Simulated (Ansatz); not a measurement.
# CoF2H8O4: the cost of one run

Method: UKS PBE0-D4/def2-SVP; program: Ansatz 0.2.0, Gaussian basis.

Levels to be run: a search for the lowest solution at PBE0-D4/def2-SVP; a single point at PBE0-D4/def2-TZVP.

1 further run of the same task is left out (set aside as unsound or not needed). Runs told in other sessions of the task aren't counted.

## 1. The structure

The quartet was relaxed beforehand with PBE-D4/def2-SVP.

15 atoms, charge 0, spin multiplicity 4.

Atoms are counted from 1 here; the program's logs count them from 0.

Bond lengths: Co1–F2 2.166 Å, Co1–F3 2.166 Å, Co1–O4 2.093 Å, Co1–O5 2.093 Å, Co1–O6 2.106 Å, Co1–O7 2.106 Å, O4–H8 0.976 Å, O4–H9 1.024 Å, O5–H10 0.976 Å, O5–H11 1.024 Å, O6–H12 0.999 Å, O6–H13 1.001 Å, O7–H14 0.999 Å, O7–H15 1.001 Å. Angles: F2–Co1–F3 104.8°, F2–Co1–O4 174.8°, F2–Co1–O5 70.0°, F2–Co1–O6 72.8°, F2–Co1–O7 73.3°, F3–Co1–O4 70.0°, F3–Co1–O5 174.8°, F3–Co1–O6 73.3°, F3–Co1–O7 72.8°, O4–Co1–O5 115.2°, O4–Co1–O6 105.8°, O4–Co1–O7 103.8°, O5–Co1–O6 103.8°, O5–Co1–O7 105.8°, O6–Co1–O7 122.9°, Co1–O4–H8 112.8°, Co1–O4–H9 79.8°, H8–O4–H9 105.2° and more.

Geometry (Å):

```
Co   -0.2404   -0.0032   -0.2371
F    -0.5022    0.1415    1.9077
F     1.9024   -0.1230   -0.5264
O     0.1976   -0.1784   -2.2764
O    -2.2757    0.1510    0.2264
O     0.5546    1.8516    0.3642
O     0.3964   -1.8391    0.5740
H     0.0434   -1.0787   -2.6209
H     1.1437   -0.1992   -1.8848
H    -2.6343    1.0444    0.0651
H    -1.8716    0.1895    1.1667
H     1.4371    1.4313    0.1598
H     0.3420    1.5198    1.2838
H     0.1983   -1.4097    1.4535
H     1.3085   -1.4979    0.3445
```

No spin-orbit coupling is included.

Bonds by kind at the end (by distance):

| bond | count | shortest (Å) | longest (Å) |
| --- | --- | --- | --- |
| Co–O | 4 | 2.093 | 2.106 |
| Co–F | 2 | 2.166 | 2.166 |
| H–O | 8 | 0.976 | 1.024 |

## 2. Searching for the lowest solution, PBE0-D4/def2-SVP

start.molden holds the orbitals of an earlier run on this state, given as this run's starting guess.

Contents of in.yaml:

```yaml
crystal:
  periodic: [false, false, false]
  atoms:
    - {symbol: Co, position_ang: [-0.240363, -0.003167, -0.237135]}
    - {symbol: F, position_ang: [-0.502163, 0.141481, 1.907684]}
    - {symbol: F, position_ang: [1.902444, -0.122984, -0.526385]}
    - {symbol: O, position_ang: [0.197559, -0.178441, -2.276433]}
    - {symbol: O, position_ang: [-2.275711, 0.150951, 0.226406]}
    - {symbol: O, position_ang: [0.554621, 1.851638, 0.364192]}
    - {symbol: O, position_ang: [0.396427, -1.839058, 0.573984]}
    - {symbol: H, position_ang: [0.043432, -1.078679, -2.620929]}
    - {symbol: H, position_ang: [1.143707, -0.199178, -1.884828]}
    - {symbol: H, position_ang: [-2.634254, 1.044428, 0.065136]}
    - {symbol: H, position_ang: [-1.871639, 0.189523, 1.166737]}
    - {symbol: H, position_ang: [1.437107, 1.431312, 0.159757]}
    - {symbol: H, position_ang: [0.341995, 1.519762, 1.283803]}
    - {symbol: H, position_ang: [0.198277, -1.409690, 1.453545]}
    - {symbol: H, position_ang: [1.308549, -1.497906, 0.344455]}
basis:
  gaussian: {orbitals: def2-SVP, initial_orbitals: start.molden}
magnetization: {spin_polarized: true, initial_magnetization: 3}
hamiltonian: {xc: pbe0, dispersion: d4}
output: {orbitals: {seedname: orbitals}}
```

The run is started by

```
$ ansatz run in.yaml --threads 4 --pin off --events-out ev --progress --plain --max-ram 4787MiB
```

**Question.** How long does this run take on 4 threads of Arm Neoverse V2, shared host, and how much memory does it need?

About 21 s, with a peak of 0.64 GiB.
